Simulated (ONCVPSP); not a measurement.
**An ONCV potential for tungsten, from input to tests**

Aim: build the potential from the settings below, then test how well it stands in for the atom: other configurations, scattering, ghost states and the plane-wave cutoff that it needs.

The numbers are computed with ONCVPSP 4.0.1.1 (patched build) (PBE, scalar-relativistic, spin-unpolarised reference atom).

## 1. Settings

Typed settings, in words:

```
element                 : tungsten (W, Z = 74)
type                    : optimised norm-conserving Vanderbilt (ONCV)
frozen core             : [Kr] 4d10
valence charge          : 28
reference configuration : 4f14 5s2 5p6 5d4 6s2
partial waves           : 5s+6s: rc 1.40 bohr, ncon 3, nbas 7, qcut 8.2 1/bohr, 2 projectors; 5p: rc 1.60 bohr, ncon 3, nbas 7, qcut 8.8 1/bohr, 1 projector; 5d: rc 2.60 bohr, ncon 4, nbas 9, qcut 6 1/bohr, 2 projectors, debl 3.3 Ha; 4f: rc 0.90 bohr, ncon 4, nbas 9, qcut 15.5 1/bohr, 2 projectors, debl 3.2 Ha
local potential         : polynomial inside 0.80 bohr (lpopt 5, dvloc0 0 Ha)
core correction         : polynomial model core, fcfact 0.4
```

## 2. Generation

The input, W.dat:

```
# ATOM AND REFERENCE CONFIGURATION
# atsym  z   nc   nv     iexc    psfile
  W 74.00    9    5        4      upf
#
#   n    l    f
    1    0    2.00
    2    0    2.00
    2    1    6.00
    3    0    2.00
    3    1    6.00
    3    2   10.00
    4    0    2.00
    4    1    6.00
    4    2   10.00
    4    3   14.00
    5    0    2.00
    5    1    6.00
    5    2    4.00
    6    0    2.00
#
# PSEUDOPOTENTIAL AND OPTIMIZATION
# lmax
    3
#
#   l,   rc,      ep,       ncon, nbas, qcut
    0    1.40    0.00    3    7    8.20
    1    1.60    0.00    3    7    8.80
    2    2.60    0.00    4    9    6.00
    3    0.90    0.00    4    9   15.50
#
# LOCAL POTENTIAL
# lloc, lpopt,  rc(5),   dvloc0
    4    5    0.80    0.00
#
# VANDERBILT-KLEINMAN-BYLANDER PROJECTORs
# l, nproj, debl
    0    2    3.80
    1    1    1.10
    2    2    3.30
    3    2    3.20
#
# MODEL CORE CHARGE
# icmod, fcfact, rcfact
    1    0.40    0.00
#
# LOG DERIVATIVE ANALYSIS
# epsh1, epsh2, depsh
   -4.00    5.00    0.02
#
# OUTPUT GRID
# rlmax, drl
    6.00    0.01
#
# TEST CONFIGURATIONS
# ncnf
    4
# nvcnf
#   n    l    f
    5
    4    3   14.00
    5    0    2.00
    5    1    6.00
    5    2    4.00
    6    0    1.00
#
    5
    4    3   14.00
    5    0    2.00
    5    1    6.00
    5    2    4.00
    6    0    0.00
#
    5
    4    3   14.00
    5    0    2.00
    5    1    6.00
    5    2    3.00
    6    0    0.00
#
    5
    4    3   14.00
    5    0    1.00
    5    1    6.00
    5    2    4.00
    6    0    2.00
#
```

The run is started by

```sh
$ oncvpsp.x < W.dat > W.out
```

What does the calculation give? Wanted: cutoffs for 1 and 0.1 mHa per electron, occupied waves; bound ghosts; GHOST(+) flags; largest test error; largest phase difference near zero energy, channels read; rms error of d²Exc/dn², without and with the model core.

The runs gave:

| quantity | value |
| --- | --- |
| cutoffs for 1 and 0.1 mHa per electron, occupied waves | 310 Ha and 448 Ha |
| bound ghosts | s at -355.22 eV, p at -70.75 eV |
| GHOST(+) flags | d at 69 eV |
| largest test error (AE − PS) | -176 meV, for 4f14 5s1 5p6 5d4 6s2 |
| largest phase difference near zero energy, channels read | 0.008 rad |
| rms error of d²Exc/dn², without and with the model core | 4.49 and 1.06 mHa |

A bound ghost (s, p) makes it unfit for use: electrons can fall into a state that the atom doesn't have. The worst unpolarised test, 4f14 5s1 5p6 5d4 6s2, is off by 176 meV on 85.4 eV; by total energies transferability rates as fair for so large an energy. That test lies far up in energy; among those under 40 eV, nearer to bonding, the largest error is 10 meV. By its cutoff, 310 Ha for the looser tolerance, it is very hard. At the looser tolerance the 4f wave is the slowest; 5s needs 26 Ha. Near zero energy the phases of the channels with partial waves agree within 0.008 rad. The pseudo curves have a pole with no partner nearby in the atom's: p at -2.59 Ha. The program also flags highly localised states, GHOST(+) (d). All of this concerns the isolated atom, not yet a solid.
